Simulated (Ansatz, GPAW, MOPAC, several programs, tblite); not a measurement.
**Many methods on one cell: CdFCl (Janus 1T monolayer)**

CdFCl as a Janus 1T monolayer, relaxed with r2SCAN in Ansatz, was computed with several methods. In-plane lattice: a = 3.662 Å, b = 3.662 Å, γ = 120.0°; thickness between the outer nuclei 2.43 Å. Cd has 3 F at 2.31 Å and 3 Cl at 2.60 Å; F has 3 Cd at 2.31 Å; Cl has 3 Cd at 2.60 Å. Note: simulated data, non-magnetic, for a generated structure that need not be the stable one.

```xyz
3
Lattice="3.6618 0.0000 0.0000 -1.8309 3.1712 0.0000 0.0000 0.0000 28.9016" Properties=species:S:1:pos:R:3 pbc="T T F"
Cd    0.0000    0.0000    9.1956
F     0.0000    2.1142   10.1176
Cl    1.8309    1.0571    7.6867
```
The sheet repeats along a and b alone.

Gaps and times are for a single point on this cell. Times are rough, from shared hosts (Arm Neoverse V1), and each method has its own mesh and cell size. PM6 (MOPAC), PM7 (MOPAC), GFN1-xTB (tblite), GFN2-xTB (tblite) treat a cluster of cells at its zone centre, which samples few k points: where these miss a band edge, the gap comes out too large for that reason alone. Gaps from k meshes are read at a limited set of points (mesh, symmetry points, PBE's band edges), so each method's own least gap may be somewhat smaller. xTB and the PM methods were fitted mostly to molecules, and can miss a solid's gap by electronvolts. Minimal bases can be far off for gaps. GLLB-SC's gap includes the derivative discontinuity. d marks a direct gap, i an indirect one (no mark: not told apart), a dash a value that wasn't computed or didn't pass its checks.

```
                              method              kind  gap (eV)  atoms computed  processor time
                         PM6 (MOPAC)    semi-empirical      4.63              27          0.53 s
                         PM7 (MOPAC)    semi-empirical      8.81              27          0.63 s
                   GFN1-xTB (tblite)     tight binding      2.77              27          0.78 s
                   GFN2-xTB (tblite)     tight binding      4.28              27          0.97 s
light PBE (260 eV and a coarse mesh)  light plane-wave    3.20 d               3           4.5 s
              PBE/single zeta (GPAW)       small basis    3.12 d               3           7.1 s
                                 PBE         semilocal    3.21 d               3            20 s
                              r2SCAN         semilocal    3.77 d               3            41 s
                      GLLB-SC (GPAW)   model potential      5.75               3            62 s
```

Against r2SCAN (3.77 eV) and with closed or daggered gaps left aside, the nearest gap at the points sampled is that of GFN2-xTB (tblite) (+0.51 eV) and the farthest that of PM7 (MOPAC) (+5.04 eV). r2SCAN is only a yardstick of convenience: semilocal gaps usually lie below measured ones, which GLLB-SC and hybrids aim to mend.

Spin-orbit coupling is left out.
